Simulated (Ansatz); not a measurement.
**CH₄N₂Sn: a ladder of functionals and wavefunction methods**

One table from this session's results is given with a row withheld; the runs are named, their logs left out.

Computed with Ansatz 0.2.0, Gaussian basis. Level: functionals in def2-TZVPP, the program's frozen cores in correlated methods.

Plan: LDA (SPW92), PBE-D4, revPBE-D4, BLYP-D4, r2SCAN-D4, B97M-V, PBE0-D4, B3LYP-D4, r2SCANh-D4, r2SCAN0-D4, HSE06-D4, BHLYP-D4, CAM-B3LYP-D4, LC-ωPBE, ωB97X-V, ωB97M-V, B2PLYP, PBE-QIDH; CCSD(T)/def2-SVP; CCSD(T)/def2-TZVPP; MP2/def2-QZVPP; extrapolation to the limit; RPA on PBE.

1 further run of the same task is left out (for a known fault of the program).

### The relaxed structure

All runs share one geometry, relaxed beforehand with PBE0-D4 in a triple-zeta def2 set. Sn takes the def2 core potential; no spin-orbit term is included.

8 atoms, charge 0, spin multiplicity 1.

Atoms are counted from 1 here; the program's logs count them from 0.

Bond lengths: N1–C2 1.203 Å, N1–H5 1.010 Å, C2–N3 1.228 Å, N3–Sn4 2.433 Å, N3–H6 1.012 Å, Sn4–H7 1.777 Å, Sn4–H8 1.779 Å. Angles: C2–N1–H5 122.7°, N1–C2–N3 171.7°, C2–N3–Sn4 127.1°, C2–N3–H6 119.4°, Sn4–N3–H6 113.4°, N3–Sn4–H7 83.6°, N3–Sn4–H8 83.5°, H7–Sn4–H8 90.7°.

Coordinates:

```mol
CH4N2Sn
  3D, bonds by distance, orders not assigned

  8  7  0  0  0  0  0  0  0  0999 V2000
    0.3680    2.1157   -1.1621 N   0  0
    0.4055    1.1425   -0.4559 C   0  0
    0.4348    0.0553    0.1140 N   0  0
   -1.1797   -1.7533   -0.0917 Sn  0  0
   -0.1446    2.9499   -0.9138 H   0  0
    1.1598   -0.1286    0.7959 H   0  0
    0.2649   -2.7856   -0.0262 H   0  0
   -1.2166   -1.6532    1.6840 H   0  0
  1  2  8  0
  1  5  8  0
  2  3  8  0
  3  4  8  0
  3  6  8  0
  4  7  8  0
  4  8  8  0
M  END
```

The first run:

Input file in.yaml:

```yaml
crystal:
  periodic: [false, false, false]
  atoms:
    - {symbol: N, position_ang: [0.367993, 2.115658, -1.162125]}
    - {symbol: C, position_ang: [0.405500, 1.142505, -0.455862]}
    - {symbol: N, position_ang: [0.434848, 0.055302, 0.114011]}
    - {symbol: Sn, position_ang: [-1.179665, -1.753252, -0.091702]}
    - {symbol: H, position_ang: [-0.144634, 2.949910, -0.913763]}
    - {symbol: H, position_ang: [1.159820, -0.128608, 0.795865]}
    - {symbol: H, position_ang: [0.264891, -2.785603, -0.026231]}
    - {symbol: H, position_ang: [-1.216552, -1.653212, 1.684009]}
basis:
  gaussian: {orbitals: def2-TZVPP}
hamiltonian: {xc: lda}
output: {orbitals: {seedname: orbitals}}
```

On the command line:

```console
ansatz run in.yaml --threads 2 --pin off --events-out ev --progress --plain --max-ram 4352MiB
```

Among the steps run: LDA; PBE-D4 (GGA); revPBE-D4 (GGA); BLYP-D4 (GGA); r2SCAN-D4 (meta-GGA); B97M-V (meta-GGA); PBE0-D4 (hybrid); B3LYP-D4 (hybrid); r2SCANh-D4 (hybrid); r2SCAN0-D4 (hybrid); HSE06-D4 (hybrid); BHLYP-D4 (hybrid); CAM-B3LYP-D4 (range-separated); LC-ωPBE (range-separated); ωB97X-V (range-separated); ωB97M-V (range-separated); B2PLYP (double hybrid); PBE-QIDH (double hybrid).

One table of the session follows, with a row left open; its other results are not shown here.

It belongs to the step «Frontier levels by functional». 

| functional | HOMO (eV) | LUMO (eV) | gap (eV) |
| --- | --- | --- | --- |
| LDA (SPW92) | -4.99 | -2.41 | 2.57 |
| PBE-D4 | -4.84 | -2.16 | 2.68 |
| revPBE-D4 | -4.79 | -2.06 | 2.73 |
| BLYP-D4 | -4.74 | -2.05 | 2.69 |
| r2SCAN-D4 | -5.06 | -1.92 | 3.14 |
| B97M-V | -4.98 | -1.90 | 3.08 |
| PBE0-D4 | -5.76 | -1.31 | 4.46 |
| B3LYP-D4 | ? | ? | ? |
| r2SCANh-D4 | -5.40 | -1.61 | 3.79 |
| r2SCAN0-D4 | -5.92 | -1.16 | 4.76 |
| HSE06-D4 | -5.37 | -1.67 | 3.70 |
| BHLYP-D4 | -6.60 | -0.47 | 6.14 |
| CAM-B3LYP-D4 | -6.99 | -0.35 | 6.64 |
| LC-ωPBE | -8.16 | 0.76 | 8.92 |
| ωB97X-V | -7.89 | 0.65 | 8.55 |
| ωB97M-V | -7.81 | 0.44 | 8.25 |

Q: Estimate the row for B3LYP-D4 from the others.

Worked estimate for «HOMO (eV)». Against the share of exact exchange, BLYP-D4 (0, -4.74), BHLYP-D4 (0.5, -6.60) give a slope of -3.72 per unit share; at 0.2 the line stands at -5.48.

As computed: HOMO (eV): -5.64; LUMO (eV): -1.54; gap (eV): 4.10. In «HOMO (eV)» the line misses by +0.16.
